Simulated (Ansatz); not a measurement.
# Ca3ScB3: the cost of one run

Method: DFT PBE, scalar-relativistic, plane waves, PAW, in Ansatz 0.2.0.

## (1) Starting point

The structure is cubic, space group Pm-3m (No. 221). The conventional cell has a = 4.920 Å, b = 4.920 Å, c = 4.920 Å, α = 90.00°, β = 90.00°, γ = 90.00°. Ca (site symmetry 4/mmm) has 2 Sc at 2.46 Å and 4 B at 2.46 Å as nearest neighbours. Sc (site symmetry m-3m) has 6 Ca at 2.46 Å as nearest neighbours. B (site symmetry 4/mmm) has 4 Ca at 2.46 Å as nearest neighbours.

As a file:

```
Ca Sc B
1.0
     4.91955    0.00000    0.00000
     0.00000    4.91955    0.00000
     0.00000    0.00000    4.91955
Ca Sc B
3 1 3
Direct
  0.50000 0.50000 0.00000
  0.00000 0.50000 0.50000
  0.50000 0.00000 0.50000
  0.50000 0.50000 0.50000
  0.50000 0.00000 0.00000
  0.00000 0.50000 0.00000
  0.00000 0.00000 0.50000
```

Recipe of the guess: species swapped into a database cell of La3GaBr3 (Pm-3m, No. 221), with Ca on the La sites, Sc on the Ga sites and B on the Br sites. The dimensions are guesses.

## (2) Probe: one point on a coarse mesh

File input.yaml:

```yaml
crystal:
  lattice:
    - [4.91954861, 0.0, 0.0]
    - [0.0, 4.91954861, 0.0]
    - [0.0, 0.0, 4.91954861]
  atoms:
    - { symbol: Ca, position: [0.5, 0.5, 0.0] }
    - { symbol: Ca, position: [0.0, 0.5, 0.5] }
    - { symbol: Ca, position: [0.5, 0.0, 0.5] }
    - { symbol: Sc, position: [0.5, 0.5, 0.5] }
    - { symbol: B, position: [0.5, 0.0, 0.0] }
    - { symbol: B, position: [0.0, 0.5, 0.0] }
    - { symbol: B, position: [0.0, 0.0, 0.5] }
basis:
  ecutwfc: 420
kpoints:
  mp_grid: { grid: [4, 4, 4] }
hamiltonian:
  xc: pbe
scf:
  occupations: { method: gaussian, width: 0.1 }
  lower_state_search: "off"
output:
  forces: true
  stress: true
  eigenvalues: true
```

Started as:

```console
> ansatz run input.yaml --threads 1 --pin off --max-ram 2048MiB --backend cpu --events-out ev --progress --plain --runs-dir out
```

Q: Estimate wall time and peak memory on 1 thread of Intel Xeon Platinum 8375C at 2.90GHz (Ice Lake), shared host.

About 3.1 s, with a peak of 0.44 GiB.
